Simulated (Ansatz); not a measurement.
Born–Oppenheimer molecular dynamics of a periodic cell of 36 atoms, Mg (start crystal Mg, start structure hcp, volume 1.15 times the crystal's). It starts from a structure without forces on its atoms.

Level of theory: Ansatz 0.2.0, DFT PBE, scalar-relativistic, plane waves, PAW. Settings: cutoff 420 eV, k mesh 1x1x1, fermi-dirac smearing 0.16 eV, no spin polarisation.

```yaml
ensemble: NVT, Langevin thermostat
time_step: 2 fs
steps_asked: 250
set_temperature: 1800 K
friction: 0.02 /fs
seed: 774713
```

Frames 4 fs apart, positions in Å, forces in eV/Å.

Velocities at 360.0 fs (Å/ps):

```
Mg 0.41 -13.42 -7.44
Mg 0.03 5.79 3.17
Mg -0.60 3.85 10.17
Mg -2.61 6.13 -5.77
Mg -14.80 -4.50 -5.69
Mg 5.19 4.82 -2.05
Mg -5.33 4.34 17.07
Mg 0.23 -11.86 5.63
Mg -10.60 7.73 -7.62
Mg 1.86 -0.16 2.95
Mg 0.75 -8.26 -6.28
Mg 9.06 0.35 5.11
Mg -1.01 0.33 9.02
Mg -12.55 5.88 2.16
Mg -0.18 8.46 0.45
Mg 4.31 5.28 -0.41
Mg 7.51 -3.38 -1.78
Mg -12.82 -6.72 -12.80
Mg -6.56 -8.44 15.97
Mg -8.75 -7.36 -13.31
Mg -15.23 7.16 12.39
Mg -4.18 -1.59 21.89
Mg 11.28 -1.28 8.78
Mg -15.26 -0.93 -9.16
Mg 9.10 -2.29 3.61
Mg -4.12 -4.65 -2.02
Mg 3.63 -10.28 11.03
Mg 10.19 -3.36 -7.49
Mg -0.86 -0.36 0.16
Mg 3.59 6.59 -6.61
Mg 7.15 1.30 3.43
Mg -5.78 -5.54 -0.70
Mg 4.18 -12.73 14.06
Mg 7.45 0.50 2.58
Mg 1.18 3.21 6.22
Mg 6.89 -6.97 -13.75
```

```xyz
36
Lattice="10.0892 0.0000 0.0000 -5.0446 8.7375 0.0000 0.0000 0.0000 10.9233" Properties=species:S:1:pos:R:3:forces:R:3 time_fs=360.0 energy_less_start_eV=7.460 T=1708
Mg 0.865 0.526 0.062 0.84 0.71 -0.11
Mg -0.523 2.577 2.826 -0.40 -1.34 -1.21
Mg -0.742 0.219 4.829 0.82 0.16 0.30
Mg 0.909 1.382 7.944 -0.14 -0.17 -0.10
Mg -1.681 1.055 -0.464 -0.68 -0.05 -0.39
Mg -1.259 5.056 3.096 -0.89 0.11 0.50
Mg -2.038 4.265 6.262 1.11 0.39 -0.48
Mg -1.003 3.523 8.941 -0.03 0.27 0.30
Mg -2.824 5.405 0.003 0.07 -0.80 -0.05
Mg -4.006 7.435 2.125 1.19 -0.36 0.79
Mg -4.201 6.048 5.316 0.55 1.01 -0.66
Mg -3.449 7.042 8.029 0.43 0.19 0.22
Mg 3.618 -0.784 -0.022 0.30 -0.03 -0.26
Mg 3.104 1.472 1.801 0.36 -0.05 0.57
Mg 3.565 -0.988 5.581 0.11 -0.33 -0.10
Mg 4.393 1.911 6.171 -0.04 -0.32 0.37
Mg 2.265 3.207 -0.243 -0.11 0.49 -0.40
Mg 2.127 5.420 2.318 -0.60 -0.79 0.08
Mg 1.196 2.712 4.830 0.73 0.00 0.86
Mg 1.143 5.506 8.203 -0.07 -0.82 0.37
Mg -0.009 4.993 0.338 -0.10 0.29 0.19
Mg -0.347 7.463 2.769 0.26 0.66 -0.94
Mg 1.367 5.667 5.410 -0.97 0.73 -0.39
Mg 0.792 8.240 8.201 -0.48 0.41 -0.39
Mg 6.949 -1.629 -0.392 -0.03 0.06 0.74
Mg 6.588 1.601 1.721 -0.24 -0.28 0.12
Mg 6.530 -0.103 4.339 -0.15 0.60 0.86
Mg 6.999 2.048 7.749 0.58 -0.64 -0.63
Mg 5.297 2.295 -1.026 -0.11 -0.03 0.50
Mg 4.945 4.123 1.850 -0.25 0.51 -0.56
Mg 6.059 3.215 4.194 0.96 -0.40 0.46
Mg 5.670 4.399 7.498 -1.02 0.02 0.69
Mg 4.970 6.811 -0.446 -0.95 -0.38 -0.35
Mg 3.429 7.806 2.391 -0.29 0.67 -0.76
Mg 3.749 4.500 4.889 -0.51 -0.30 -0.27
Mg 3.796 7.394 7.372 -0.28 -0.22 0.13
36
Lattice="10.0892 0.0000 0.0000 -5.0446 8.7375 0.0000 0.0000 0.0000 10.9233" Properties=species:S:1:pos:R:3:forces:R:3 time_fs=364.0 energy_less_start_eV=7.473 T=1807
Mg 0.866 0.472 0.038 0.63 0.85 -0.23
Mg -0.533 2.592 2.829 -0.33 -1.34 -1.12
Mg -0.737 0.236 4.870 0.76 0.17 0.19
Mg 0.901 1.414 7.920 -0.11 -0.21 -0.11
Mg -1.755 1.041 -0.487 -0.38 -0.10 -0.32
Mg -1.247 5.075 3.092 -0.99 -0.01 0.57
Mg -2.063 4.284 6.336 1.22 0.49 -0.57
Mg -1.007 3.480 8.975 0.01 0.37 0.35
Mg -2.858 5.436 -0.030 0.24 -0.89 -0.06
Mg -4.004 7.441 2.135 1.30 -0.37 0.81
Mg -4.197 6.020 5.286 0.61 1.08 -0.57
Mg -3.414 7.043 8.053 0.33 0.12 0.19
Mg 3.622 -0.788 0.024 0.34 0.01 -0.20
Mg 3.057 1.509 1.822 0.37 -0.11 0.61
Mg 3.562 -0.965 5.582 0.06 -0.33 0.00
Mg 4.421 1.927 6.163 -0.07 -0.39 0.39
Mg 2.292 3.195 -0.251 -0.25 0.58 -0.44
Mg 2.065 5.398 2.266 -0.38 -0.66 0.23
Mg 1.169 2.681 4.889 0.72 0.10 0.80
Mg 1.109 5.478 8.161 -0.09 -0.73 0.60
Mg -0.079 5.016 0.381 0.08 0.22 -0.02
Mg -0.357 7.463 2.856 0.23 0.79 -1.09
Mg 1.409 5.680 5.442 -1.05 0.74 -0.56
Mg 0.737 8.242 8.158 -0.35 0.31 -0.28
Mg 6.988 -1.638 -0.384 -0.24 -0.02 0.51
Mg 6.569 1.584 1.723 -0.26 -0.29 0.17
Mg 6.528 -0.125 4.379 0.00 0.68 0.89
Mg 7.043 2.036 7.719 0.36 -0.71 -0.56
Mg 5.307 2.301 -1.029 -0.05 -0.04 0.41
Mg 4.955 4.151 1.826 -0.24 0.47 -0.45
Mg 6.087 3.216 4.197 0.87 -0.34 0.38
Mg 5.636 4.384 7.496 -1.01 0.07 0.72
Mg 4.964 6.758 -0.400 -1.13 -0.34 -0.43
Mg 3.456 7.807 2.404 -0.47 0.53 -0.67
Mg 3.741 4.504 4.904 -0.42 -0.42 -0.36
Mg 3.818 7.368 7.320 -0.32 -0.26 0.21
36
Lattice="10.0892 0.0000 0.0000 -5.0446 8.7375 0.0000 0.0000 0.0000 10.9233" Properties=species:S:1:pos:R:3:forces:R:3 time_fs=368.0 energy_less_start_eV=7.475 T=1939
Mg 0.858 0.437 0.004 0.48 0.86 -0.31
Mg -0.565 2.616 2.794 -0.17 -1.42 -0.94
Mg -0.718 0.249 4.914 0.65 0.18 0.04
Mg 0.891 1.447 7.875 -0.07 -0.27 -0.08
Mg -1.833 1.031 -0.511 -0.16 -0.14 -0.25
Mg -1.240 5.089 3.091 -1.09 -0.02 0.68
Mg -2.086 4.312 6.420 1.30 0.58 -0.62
Mg -1.014 3.428 9.016 0.08 0.49 0.40
Mg -2.892 5.463 -0.065 0.41 -0.99 -0.05
Mg -3.994 7.455 2.144 1.38 -0.37 0.79
Mg -4.189 5.986 5.267 0.61 1.14 -0.51
Mg -3.383 7.032 8.096 0.22 0.08 0.12
Mg 3.626 -0.801 0.068 0.35 0.08 -0.14
Mg 3.008 1.546 1.855 0.35 -0.14 0.57
Mg 3.550 -0.954 5.598 0.03 -0.32 0.04
Mg 4.457 1.933 6.159 -0.10 -0.46 0.37
Mg 2.299 3.188 -0.278 -0.31 0.60 -0.43
Mg 1.994 5.387 2.216 -0.12 -0.57 0.40
Mg 1.139 2.659 4.947 0.62 0.20 0.60
Mg 1.078 5.438 8.131 -0.13 -0.66 0.79
Mg -0.138 5.032 0.433 0.14 0.16 -0.30
Mg -0.356 7.462 2.921 0.18 0.87 -1.18
Mg 1.437 5.694 5.468 -1.12 0.77 -0.70
Mg 0.682 8.237 8.103 -0.21 0.23 -0.18
Mg 7.035 -1.638 -0.374 -0.49 -0.12 0.33
Mg 6.551 1.555 1.727 -0.31 -0.28 0.20
Mg 6.518 -0.130 4.414 0.17 0.75 0.92
Mg 7.083 2.022 7.680 0.18 -0.77 -0.50
Mg 5.325 2.304 -1.041 -0.02 -0.05 0.35
Mg 4.948 4.180 1.793 -0.21 0.40 -0.35
Mg 6.108 3.222 4.187 0.81 -0.31 0.32
Mg 5.582 4.367 7.491 -0.95 0.10 0.74
Mg 4.939 6.704 -0.353 -1.23 -0.25 -0.44
Mg 3.482 7.800 2.413 -0.62 0.44 -0.55
Mg 3.722 4.497 4.917 -0.30 -0.51 -0.43
Mg 3.827 7.345 7.267 -0.34 -0.30 0.30
36
Lattice="10.0892 0.0000 0.0000 -5.0446 8.7375 0.0000 0.0000 0.0000 10.9233" Properties=species:S:1:pos:R:3:forces:R:3 time_fs=372.0 energy_less_start_eV=7.561 T=1790
Mg 0.849 0.414 -0.028 0.37 0.78 -0.35
Mg -0.589 2.640 2.774 -0.09 -1.46 -0.84
Mg -0.692 0.267 4.957 0.54 0.17 -0.14
Mg 0.893 1.488 7.824 -0.04 -0.32 -0.03
Mg -1.910 1.013 -0.536 0.01 -0.18 -0.21
Mg -1.242 5.108 3.083 -1.18 -0.07 0.77
Mg -2.087 4.354 6.519 1.28 0.68 -0.65
Mg -1.029 3.368 9.051 0.18 0.61 0.49
Mg -2.918 5.497 -0.090 0.58 -1.08 -0.04
Mg -3.985 7.463 2.159 1.42 -0.32 0.75
Mg -4.181 5.951 5.250 0.56 1.14 -0.45
Mg -3.353 7.025 8.138 0.12 0.04 0.06
Mg 3.643 -0.816 0.107 0.33 0.17 -0.11
Mg 2.962 1.570 1.888 0.32 -0.12 0.49
Mg 3.527 -0.940 5.604 0.00 -0.31 0.10
Mg 4.497 1.929 6.165 -0.16 -0.51 0.33
Mg 2.304 3.191 -0.312 -0.34 0.57 -0.38
Mg 1.933 5.373 2.158 0.10 -0.51 0.58
Mg 1.106 2.656 4.988 0.58 0.31 0.45
Mg 1.060 5.390 8.114 -0.18 -0.61 0.95
Mg -0.189 5.053 0.471 0.14 0.09 -0.57
Mg -0.367 7.463 2.971 0.20 0.97 -1.22
Mg 1.464 5.712 5.506 -1.24 0.83 -0.82
Mg 0.638 8.237 8.056 -0.11 0.13 -0.12
Mg 7.074 -1.647 -0.375 -0.68 -0.19 0.21
Mg 6.535 1.513 1.728 -0.36 -0.24 0.25
Mg 6.510 -0.141 4.457 0.30 0.80 0.92
Mg 7.131 2.002 7.634 0.00 -0.83 -0.48
Mg 5.339 2.310 -1.050 0.02 -0.06 0.28
Mg 4.923 4.214 1.759 -0.15 0.29 -0.21
Mg 6.129 3.224 4.189 0.72 -0.29 0.24
Mg 5.530 4.331 7.485 -0.83 0.20 0.69
Mg 4.914 6.647 -0.293 -1.32 -0.12 -0.45
Mg 3.494 7.777 2.411 -0.70 0.40 -0.42
Mg 3.681 4.486 4.930 -0.02 -0.61 -0.49
Mg 3.846 7.323 7.215 -0.37 -0.34 0.39
36
Lattice="10.0892 0.0000 0.0000 -5.0446 8.7375 0.0000 0.0000 0.0000 10.9233" Properties=species:S:1:pos:R:3:forces:R:3 time_fs=376.0 energy_less_start_eV=7.670 T=1792
Mg 0.849 0.388 -0.056 0.23 0.68 -0.38
Mg -0.620 2.646 2.767 -0.09 -1.38 -0.79
Mg -0.668 0.296 4.989 0.43 0.14 -0.26
Mg 0.900 1.532 7.758 -0.01 -0.36 0.09
Mg -1.992 0.990 -0.550 0.19 -0.21 -0.18
Mg -1.267 5.134 3.082 -1.21 -0.17 0.79
Mg -2.065 4.386 6.619 1.15 0.74 -0.66
Mg -1.055 3.310 9.086 0.30 0.69 0.60
Mg -2.933 5.523 -0.121 0.64 -1.16 -0.03
Mg -3.972 7.470 2.181 1.49 -0.29 0.69
Mg -4.169 5.919 5.243 0.52 1.11 -0.38
Mg -3.314 7.026 8.183 0.01 0.03 -0.03
Mg 3.653 -0.845 0.144 0.33 0.29 -0.07
Mg 2.920 1.600 1.914 0.30 -0.11 0.42
Mg 3.509 -0.938 5.599 -0.05 -0.29 0.20
Mg 4.541 1.914 6.167 -0.26 -0.56 0.29
Mg 2.293 3.188 -0.354 -0.34 0.54 -0.34
Mg 1.882 5.365 2.094 0.31 -0.46 0.75
Mg 1.067 2.670 5.013 0.58 0.44 0.31
Mg 1.046 5.344 8.103 -0.24 -0.57 1.08
Mg -0.237 5.082 0.490 0.14 -0.01 -0.76
Mg -0.385 7.480 3.022 0.20 0.99 -1.31
Mg 1.474 5.737 5.541 -1.27 0.83 -0.91
Mg 0.606 8.245 8.020 -0.04 0.01 -0.07
Mg 7.104 -1.659 -0.374 -0.84 -0.26 0.11
Mg 6.513 1.479 1.728 -0.40 -0.21 0.34
Mg 6.500 -0.162 4.495 0.46 0.87 0.93
Mg 7.171 1.975 7.599 -0.12 -0.84 -0.50
Mg 5.354 2.318 -1.053 0.01 -0.06 0.23
Mg 4.892 4.259 1.723 -0.07 0.14 -0.04
Mg 6.137 3.216 4.208 0.68 -0.26 0.09
Mg 5.480 4.295 7.490 -0.65 0.30 0.60
Mg 4.891 6.585 -0.232 -1.35 0.05 -0.47
Mg 3.519 7.752 2.410 -0.83 0.37 -0.31
Mg 3.644 4.474 4.925 0.15 -0.66 -0.50
Mg 3.858 7.301 7.157 -0.38 -0.37 0.46
36
Lattice="10.0892 0.0000 0.0000 -5.0446 8.7375 0.0000 0.0000 0.0000 10.9233" Properties=species:S:1:pos:R:3:forces:R:3 time_fs=380.0 energy_less_start_eV=7.687 T=1566
Mg 0.858 0.380 -0.082 0.08 0.50 -0.38
Mg -0.659 2.635 2.763 -0.09 -1.28 -0.73
Mg -0.649 0.338 5.019 0.33 0.07 -0.33
Mg 0.898 1.564 7.680 0.00 -0.39 0.28
Mg -2.071 0.965 -0.562 0.31 -0.23 -0.12
Mg -1.288 5.153 3.079 -1.17 -0.20 0.79
Mg -2.035 4.410 6.699 0.99 0.72 -0.63
Mg -1.093 3.250 9.120 0.45 0.77 0.65
Mg -2.945 5.537 -0.150 0.64 -1.20 -0.01
Mg -3.945 7.471 2.201 1.45 -0.27 0.60
Mg -4.147 5.884 5.238 0.46 1.11 -0.32
Mg -3.284 7.026 8.233 -0.06 0.05 -0.14
Mg 3.663 -0.878 0.177 0.32 0.41 -0.06
Mg 2.876 1.615 1.935 0.30 -0.06 0.34
Mg 3.509 -0.949 5.598 -0.09 -0.29 0.30
Mg 4.577 1.898 6.165 -0.38 -0.61 0.28
Mg 2.260 3.182 -0.399 -0.32 0.52 -0.28
Mg 1.845 5.364 2.044 0.47 -0.42 0.87
Mg 1.031 2.698 5.041 0.56 0.58 0.10
Mg 1.042 5.313 8.092 -0.31 -0.59 1.21
Mg -0.270 5.113 0.496 0.12 -0.12 -0.89
Mg -0.401 7.512 3.052 0.16 0.92 -1.38
Mg 1.466 5.774 5.576 -1.21 0.78 -1.02
Mg 0.591 8.260 8.002 -0.02 -0.13 -0.03
Mg 7.128 -1.670 -0.385 -0.97 -0.33 0.05
Mg 6.481 1.448 1.739 -0.40 -0.19 0.37
Mg 6.492 -0.176 4.528 0.58 0.94 0.93
Mg 7.195 1.934 7.574 -0.16 -0.72 -0.56
Mg 5.363 2.329 -1.048 0.00 -0.03 0.19
Mg 4.866 4.316 1.686 -0.01 -0.08 0.19
Mg 6.139 3.203 4.239 0.67 -0.24 -0.07
Mg 5.441 4.269 7.495 -0.47 0.36 0.53
Mg 4.856 6.526 -0.180 -1.25 0.29 -0.50
Mg 3.537 7.745 2.404 -0.85 0.36 -0.24
Mg 3.612 4.470 4.902 0.23 -0.64 -0.47
Mg 3.859 7.280 7.121 -0.37 -0.37 0.47
```

Of the whole run (500 fs, mean temperature of the second half 1776 K): A run of 0.5 ps of so small a system gives no equilibrium averages. Limits of this set-up: coarse k mesh.

The run took 6.4 min on 4 threads of Intel(R) Xeon(R) 6975P-C (Granite Rapids) (shared host), peak memory 1 GiB.
